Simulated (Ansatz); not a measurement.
Runs of Ansatz 0.2.0 on NaLaMnMoO6. The structure is cubic, space group F-43m (No. 216). Conventional cell: a = 7.725 Å, b = 7.725 Å, c = 7.725 Å, α = 90.00°, β = 90.00°, γ = 90.00°. Na (site symmetry -43m) has 12 O at 2.73 Å as nearest neighbours. La (site symmetry -43m) is surrounded by 12 O at 2.73 Å. Around Mn (site symmetry -43m) lie 6 O at 1.91 Å. Around Mo (site symmetry -43m) lie 6 O at 1.96 Å. Around O (site symmetry 2mm) lie 1 Mn at 1.91 Å and 1 Mo at 1.96 Å. The cell was built by a generator and needn't be a form met in nature.

```tsv
task	level	potentials or basis	cell	k mesh	cutoff (eV)	points for each segment of the path	target pressure (GPa)	mesh quality	gap on the mesh (eV)	pressure (GPa)	moment (μB)	relaxed volume (Å³/atom)	largest force (eV/Å)
band structure	PBE	Ansatz PAW	as given	6 × 6 × 6	420	10	-	not flagged	none	0.0	1.16	-	-
single point	PBE0	Ansatz PAW	as given	3 × 3 × 3	420	-	-	coarse	none	-3.4	1.59	-	0.23
relaxation of cell and atoms	r2SCAN+D4	Ansatz PAW	relaxed	5 × 5 × 5	500	-	-	not flagged	none	0.0	1.21	(a)	-
relaxation of cell and atoms	PBE+D3(BJ)-ATM	Ansatz PAW	relaxed	5 × 5 × 5	420	-	-	not flagged	none	0.0	(c)	(d)	-
single point	r2SCANh	Ansatz PAW	as given	3 × 3 × 3	500	-	-	coarse	none	-2.9	1.60	-	0.25
band structure	BLYP	Ansatz PAW	as given	6 × 6 × 6	420	10	-	not flagged	none	6.0	1.09	-	0.01
atomic charges	PBE	Ansatz PAW	as given	6 × 6 × 6	420	-	-	not flagged	none	0.0	1.16	-	-
single point	PBE	Ansatz PAW earlier set	as given	6 × 6 × 6	900	-	-	not flagged	none	0.0	1.16	-	0.01
single point	PBE	PseudoDojo standard (PBE files)	as given	6 × 6 × 6	1497	-	-	not flagged	none	0.1	1.29	-	0.04
single point	PBE	JTH PAW	as given	6 × 6 × 6	1800	-	-	not flagged	none	0.6	1.16	-	0.04
relaxation of cell and atoms	PBE	Ansatz PAW	relaxed to 5 GPa	5 × 5 × 5	420	-	5	not flagged	none	5.0	(b)	-	-
electron localisation function	PBE	Ansatz PAW	as given	6 × 6 × 6	420	-	-	not flagged	none	0.0	1.16	-	-
```

Alike in all rows: spin collinear, ferromagnetic start; smearing fermi-dirac 0.05 eV.

Q: Estimate the missing entries.

A: (a) 11.30; (b) 1.10; (c) 1.19; (d) 11.37.

Caveats: some runs use coarse meshes; a cell with one magnetic atom can't hold antiferromagnetic order, which such compounds often take; the starting moments weren't kept; semilocal functionals often make such compounds metallic where correlation or magnetic order opens a gap, which also shifts bond lengths (some runs); the PAW data sets come from PBE, with cores solved anew for the run's functional, which leaves a small shift of forces and pressure (some runs); the magnetic or orbital state may not be the lowest (some runs); the plane-wave basis is chosen anew once the cell has moved, so the energies of steps on either side of that aren't comparable (some runs); spin-orbit coupling is left out, which moves the levels of the heavy elements (some runs).

A k mesh can miss the band edges, and the runs leave out spin-orbit coupling on La, Mo.

A gap of «none» marks a metal or a gap under the smearing width.
